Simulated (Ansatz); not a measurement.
**CH₄Cl₂OSn: up Jacob's ladder to CCSD(T)**

One table from this session's results is given with a row withheld; the runs are named, their logs left out.

The runs use Ansatz 0.2.0, Gaussian basis; functionals in def2-TZVPP, the program's frozen cores in correlated methods.

Levels to be run: LDA (SPW92), PBE-D4, revPBE-D4, BLYP-D4, r2SCAN-D4, B97M-V, PBE0-D4, B3LYP-D4, r2SCANh-D4, r2SCAN0-D4, HSE06-D4, BHLYP-D4, CAM-B3LYP-D4, LC-ωPBE, ωB97X-V, ωB97M-V, B2PLYP, PBE-QIDH; CCSD(T)/def2-SVP; CCSD(T)/def2-TZVPP; MP2/def2-QZVPP; extrapolation to the limit; RPA on PBE.

### Structure used throughout

The geometry comes from an earlier relaxation with PBE0-D4 in a triple-zeta def2 set; it is a stationary point, not always the lowest conformer. Sn takes the def2 core potential; no spin-orbit term is included.

SMILES `[CH3][Sn]([OH])([Cl])[Cl]`, 9 atoms, charge 0, spin multiplicity 1.

Atoms are counted from 1 here; the program's logs count them from 0.

Bond lengths: C1–Sn2 2.108 Å, C1–H6 1.089 Å, C1–H7 1.088 Å, C1–H8 1.089 Å, Sn2–O3 1.943 Å, Sn2–Cl4 2.320 Å, Sn2–Cl5 2.320 Å, O3–H9 0.961 Å. Angles: Sn2–C1–H6 108.6°, Sn2–C1–H7 108.9°, Sn2–C1–H8 108.5°, H6–C1–H7 110.3°, H6–C1–H8 110.3°, H7–C1–H8 110.3°, C1–Sn2–O3 109.9°, C1–Sn2–Cl4 113.0°, C1–Sn2–Cl5 113.0°, O3–Sn2–Cl4 107.6°, O3–Sn2–Cl5 107.6°, Cl4–Sn2–Cl5 105.4°, Sn2–O3–H9 113.8°.

The first run:

in.yaml reads:

```yaml
crystal:
  periodic: [false, false, false]
  atoms:
    - {symbol: C, position_ang: [-1.489681, 0.241605, -0.029071]}
    - {symbol: Sn, position_ang: [0.596125, -0.004423, -0.214979]}
    - {symbol: O, position_ang: [1.310648, -0.821683, 1.396767]}
    - {symbol: Cl, position_ang: [1.193027, -1.348592, -2.008683]}
    - {symbol: Cl, position_ang: [1.719450, 1.997990, -0.545041]}
    - {symbol: H, position_ang: [-1.685904, 0.939839, 0.783207]}
    - {symbol: H, position_ang: [-1.882760, 0.632868, -0.965501]}
    - {symbol: H, position_ang: [-1.934327, -0.727902, 0.190799]}
    - {symbol: H, position_ang: [2.262022, -0.955900, 1.375403]}
basis:
  gaussian: {orbitals: def2-TZVPP}
hamiltonian: {xc: lda}
output: {orbitals: {seedname: orbitals}}
```

Among the steps run: LDA; PBE-D4 (GGA); revPBE-D4 (GGA); BLYP-D4 (GGA); r2SCAN-D4 (meta-GGA); B97M-V (meta-GGA); PBE0-D4 (hybrid); B3LYP-D4 (hybrid); r2SCANh-D4 (hybrid); r2SCAN0-D4 (hybrid); HSE06-D4 (hybrid); BHLYP-D4 (hybrid); CAM-B3LYP-D4 (range-separated); LC-ωPBE-D4 (range-separated; the results give it without D4); ωB97X-V (range-separated); ωB97M-V (range-separated); B2PLYP (double hybrid); PBE-QIDH (double hybrid).

One table of the session follows, with a row left open; its other results are not shown here.

It belongs to the step «Frontier levels by functional». 

```
  functional  HOMO (eV)  LUMO (eV)  gap (eV)
 LDA (SPW92)      -7.59      -2.80      4.79
      PBE-D4      -7.41      -2.50      4.91
   revPBE-D4      -7.34      -2.39      4.95
     BLYP-D4          ?          ?         ?
   r2SCAN-D4      -7.81      -2.26      5.55
      B97M-V      -7.90      -2.20      5.70
     PBE0-D4      -9.00      -1.56      7.45
    B3LYP-D4      -8.71      -1.88      6.83
  r2SCANh-D4      -8.41      -1.92      6.49
  r2SCAN0-D4      -9.23      -1.41      7.82
    HSE06-D4      -8.60      -1.93      6.67
    BHLYP-D4     -10.21      -0.58      9.63
CAM-B3LYP-D4     -10.35      -0.56      9.79
     LC-ωPBE     -11.76       0.72     12.47
     ωB97X-V     -11.37       0.58     11.96
     ωB97M-V     -11.22       0.43     11.65
```

Estimate the missing values for BLYP-D4.

Worked estimate for «HOMO (eV)». Against the share of exact exchange, B3LYP-D4 (0.2, -8.71), BHLYP-D4 (0.5, -10.21) give a slope of -5.00 per unit share; at 0 the line stands at -7.71.

The run gave: HOMO (eV): -7.28; LUMO (eV): -2.45; gap (eV): 4.82. In «HOMO (eV)» the line misses by -0.43.
